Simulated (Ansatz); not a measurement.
# AlClH₆OSi₂: a ladder of functionals and wavefunction methods

How much do the methods differ for AlClH₆OSi₂? The plan is to run it at one geometry with functionals of several rungs and with coupled cluster. The yardstick is the atomisation energy at the CCSD(T) limit.

The runs use Ansatz 0.2.0, Gaussian basis; functionals in def2-TZVPP, the program's frozen cores in correlated methods.

The runs, in order: LDA (SPW92), PBE-D4, revPBE-D4, BLYP-D4, r2SCAN-D4, B97M-V, PBE0-D4, B3LYP-D4, r2SCANh-D4, r2SCAN0-D4, HSE06-D4, BHLYP-D4, CAM-B3LYP-D4, LC-ωPBE, ωB97X-V, ωB97M-V, B2PLYP, PBE-QIDH; CCSD(T)/def2-SVP; CCSD(T)/def2-TZVPP; MP2/def2-QZVPP; extrapolation to the limit; RPA on PBE.

## (1) The geometry

The geometry comes from an earlier relaxation with PBE0-D4 in a triple-zeta def2 set; it is a stationary point, not always the lowest conformer.

SMILES `O[SiH]([SiH3])[AlH][Cl]`, 11 atoms, charge 0, spin multiplicity 1.

Atoms are counted from 1 here; the program's logs count them from 0.

Bond lengths: O1–Si2 1.662 Å, O1–H6 0.960 Å, Si2–Si3 2.342 Å, Si2–Al4 2.451 Å, Si2–H7 1.497 Å, Si3–H8 1.487 Å, Si3–H9 1.488 Å, Si3–H10 1.490 Å, Al4–Cl5 2.117 Å, Al4–H11 1.581 Å. Angles: Si2–O1–H6 116.1°, O1–Si2–Si3 109.3°, O1–Si2–Al4 108.7°, O1–Si2–H7 110.4°, Si3–Si2–Al4 112.5°, Si3–Si2–H7 106.8°, Al4–Si2–H7 109.1°, Si2–Si3–H8 112.1°, Si2–Si3–H9 110.7°, Si2–Si3–H10 108.0°, H8–Si3–H9 108.8°, H8–Si3–H10 108.9°, H9–Si3–H10 108.3°, Si2–Al4–Cl5 110.6°, Si2–Al4–H11 132.3°, Cl5–Al4–H11 117.0°.

Geometry (Å):

```mol
AlClH6OSi2
  3D, bonds by distance, orders not assigned

 11 10  0  0  0  0  0  0  0  0999 V2000
   -1.0668    1.6362   -0.5325 O   0  0
   -0.7466    0.0734   -0.0678 Si  0  0
    0.6260   -0.9457   -1.6689 Si  0  0
    0.2767    0.1102    2.1592 Al  0  0
    0.3217    2.0820    2.9274 Cl  0  0
   -1.0275    2.2997    0.1596 H   0  0
   -2.0121   -0.7247   -0.0112 H   0  0
    0.0246   -0.9055   -3.0288 H   0  0
    1.9592   -0.2856   -1.7148 H   0  0
    0.8216   -2.3681   -1.2702 H   0  0
    0.8883   -1.0288    3.0686 H   0  0
  1  2  8  0
  2  3  8  0
  2  4  8  0
  4  5  8  0
  1  6  8  0
  2  7  8  0
  3  8  8  0
  3  9  8  0
  3 10  8  0
  4 11  8  0
M  END
```

## (2) LDA

This LDA is Slater exchange with PW92 correlation.

in.yaml

```yaml
crystal:
  periodic: [false, false, false]
  atoms:
    - {symbol: O, position_ang: [-1.066763, 1.636151, -0.532531]}
    - {symbol: Si, position_ang: [-0.746624, 0.073405, -0.067786]}
    - {symbol: Si, position_ang: [0.625988, -0.945696, -1.668903]}
    - {symbol: Al, position_ang: [0.276706, 0.110152, 2.159182]}
    - {symbol: Cl, position_ang: [0.321738, 2.081962, 2.927381]}
    - {symbol: H, position_ang: [-1.027487, 2.299652, 0.159643]}
    - {symbol: H, position_ang: [-2.012123, -0.724684, -0.011247]}
    - {symbol: H, position_ang: [0.024638, -0.905548, -3.028783]}
    - {symbol: H, position_ang: [1.959247, -0.285555, -1.714839]}
    - {symbol: H, position_ang: [0.821645, -2.368076, -1.270227]}
    - {symbol: H, position_ang: [0.888335, -1.028763, 3.068613]}
basis:
  gaussian: {orbitals: def2-TZVPP}
hamiltonian: {xc: lda}
output: {orbitals: {seedname: orbitals}}
```

After this run come: PBE-D4 (GGA); revPBE-D4 (GGA); BLYP-D4 (GGA); r2SCAN-D4 (meta-GGA); B97M-V (meta-GGA); PBE0-D4 (hybrid); B3LYP-D4 (hybrid); r2SCANh-D4 (hybrid); r2SCAN0-D4 (hybrid); HSE06-D4 (hybrid); BHLYP-D4 (hybrid); CAM-B3LYP-D4 (range-separated); LC-ωPBE (range-separated); ωB97X-V (range-separated); ωB97M-V (range-separated); B2PLYP (double hybrid); PBE-QIDH (double hybrid); CCSD(T) in def2-SVP; CCSD(T) in def2-TZVPP; MP2 in def2-QZVPP; RPA on PBE orbitals.

Before running them: what should the planned runs give, taken together? Wanted: atomisation energy, CCSD(T)/CBS; farthest beyond LDA; mean size of error, GGA; mean size of error, meta-GGA; mean size of error, hybrid; mean size of error, range-separated; mean size of error, double hybrid; gap, smallest and largest; T1 diagnostic.

As calculated:

```
                               quantity                                     value
        atomisation energy, CCSD(T)/CBS                             3386.5 kJ/mol
 functionals within 16.9 kJ/mol (0.5 %)               r2SCAN-D4, ωB97X-V, ωB97M-V
                    farthest beyond LDA                  revPBE-D4 (-93.3 kJ/mol)
                mean size of error, GGA                               62.7 kJ/mol
           mean size of error, meta-GGA                               14.3 kJ/mol
             mean size of error, hybrid                               51.5 kJ/mol
    mean size of error, range-separated                               26.7 kJ/mol
      mean size of error, double hybrid                               68.3 kJ/mol
              gap, smallest and largest  3.39 eV (LDA (SPW92)), 9.80 eV (LC-ωPBE)
                          T1 diagnostic                                    0.0124
triples share of the correlation energy                                     3.6 %
```

**Reading.** LDA overbinds by 372.5 kJ/mol (11 %). PBE-D4 misses by -29.6 kJ/mol. Double hybrids carry the basis error of their MP2 part in triple zeta, and no dispersion term here, so their miss is partly the set-up's. Taken by rung, meta-GGA functionals do best (14.3 kJ/mol on average) and double hybrid ones worst beyond LDA (68.3 kJ/mol). The reference freezes the cores and leaves out relativity and excitations past (T), so misses under about 16.9 kJ/mol can't be ranked. Hartree-Fock recovers 74 % of the binding; the rest is correlation. CCSD(T) in def2-SVP is off by -275.7 kJ/mol, so the small basis spoils what the method gains. Orbital gaps span 3.4 to 9.8 eV; exact exchange widens them.
